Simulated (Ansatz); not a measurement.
# C₃H₈OSi: small, medium and large basis sets

The task here is to estimate one member of a computed series from the others.

Computed with Ansatz 0.2.0, Gaussian basis. Level: one geometry, several basis sets.

The runs, in order: PBE0-D4/def2-SVP; ωB97M-V/def2-SVP; PBE0-D4/def2-QZVPP; ωB97M-V/def2-QZVPP; the functionals' def2-TZVPP values are taken from earlier runs.

## Structure used throughout

The geometry comes from an earlier relaxation with PBE0-D4 in a triple-zeta def2 set; it is a stationary point, not always the lowest conformer.

13 atoms, charge 0, spin multiplicity 1.

Atoms are counted from 1 here; the program's logs count them from 0.

Bond lengths: C1–C2 1.532 Å, C1–O5 1.414 Å, C1–H6 1.101 Å, C1–H7 1.092 Å, C2–Si3 1.886 Å, C2–H8 1.093 Å, C2–H9 1.091 Å, Si3–C4 1.904 Å, Si3–H10 1.489 Å, Si3–H11 1.487 Å, C4–O5 1.422 Å, C4–H12 1.091 Å, C4–H13 1.100 Å. Angles: C2–C1–O5 110.2°, C2–C1–H6 109.8°, C2–C1–H7 112.7°, O5–C1–H6 109.9°, O5–C1–H7 106.2°, H6–C1–H7 108.0°, C1–C2–Si3 101.7°, C1–C2–H8 110.6°, C1–C2–H9 112.1°, Si3–C2–H8 110.2°, Si3–C2–H9 114.0°, H8–C2–H9 108.1°, C2–Si3–C4 92.3°, C2–Si3–H10 114.3°, C2–Si3–H11 113.5°, C4–Si3–H10 113.6°, C4–Si3–H11 113.9°, H10–Si3–H11 108.6° and more.

The first run:

File in.yaml:

```yaml
crystal:
  periodic: [false, false, false]
  atoms:
    - {symbol: C, position_ang: [-1.055564, 0.828679, -0.142397]}
    - {symbol: C, position_ang: [-0.677433, -0.033318, 1.066614]}
    - {symbol: Si, position_ang: [0.957475, -0.786625, 0.504832]}
    - {symbol: C, position_ang: [0.733131, -0.143263, -1.272663]}
    - {symbol: O, position_ang: [-0.646355, 0.196594, -1.339046]}
    - {symbol: H, position_ang: [-0.578426, 1.817573, -0.059018]}
    - {symbol: H, position_ang: [-2.132831, 0.980702, -0.230999]}
    - {symbol: H, position_ang: [-1.420125, -0.818445, 1.226536]}
    - {symbol: H, position_ang: [-0.603057, 0.555253, 1.982397]}
    - {symbol: H, position_ang: [2.156290, -0.232495, 1.191700]}
    - {symbol: H, position_ang: [0.994824, -2.269375, 0.609332]}
    - {symbol: H, position_ang: [0.932915, -0.871139, -2.059843]}
    - {symbol: H, position_ang: [1.359555, 0.741156, -1.462746]}
basis:
  gaussian: {orbitals: def2-SVP}
hamiltonian: {xc: pbe0, dispersion: d4}
output: {orbitals: {seedname: orbitals}}
```

Steps of the session up to this table: PBE0-D4 in def2-SVP; ωB97M-V in def2-SVP; PBE0-D4 in def2-QZVPP; ωB97M-V in def2-QZVPP.

One of the session's tables, all rows but one given; the rest of the session is left out.

It belongs to the step «Density functionals: the series». 

```
functional       basis  HOMO (eV)  LUMO (eV)
   PBE0-D4    def2-SVP      -7.10       1.12
   PBE0-D4  def2-TZVPP      -7.22       0.56
   PBE0-D4  def2-QZVPP          ?          ?
   ωB97M-V    def2-SVP      -9.43       2.96
   ωB97M-V  def2-TZVPP      -9.55       2.06
   ωB97M-V  def2-QZVPP      -9.58       1.55
```

Estimate the missing values for PBE0-D4, def2-QZVPP.

As computed: HOMO (eV): -7.25; LUMO (eV): 0.35. In the column «HOMO (eV)» it lies between ωB97M-V, def2-SVP (-9.43) and PBE0-D4, def2-TZVPP (-7.22).
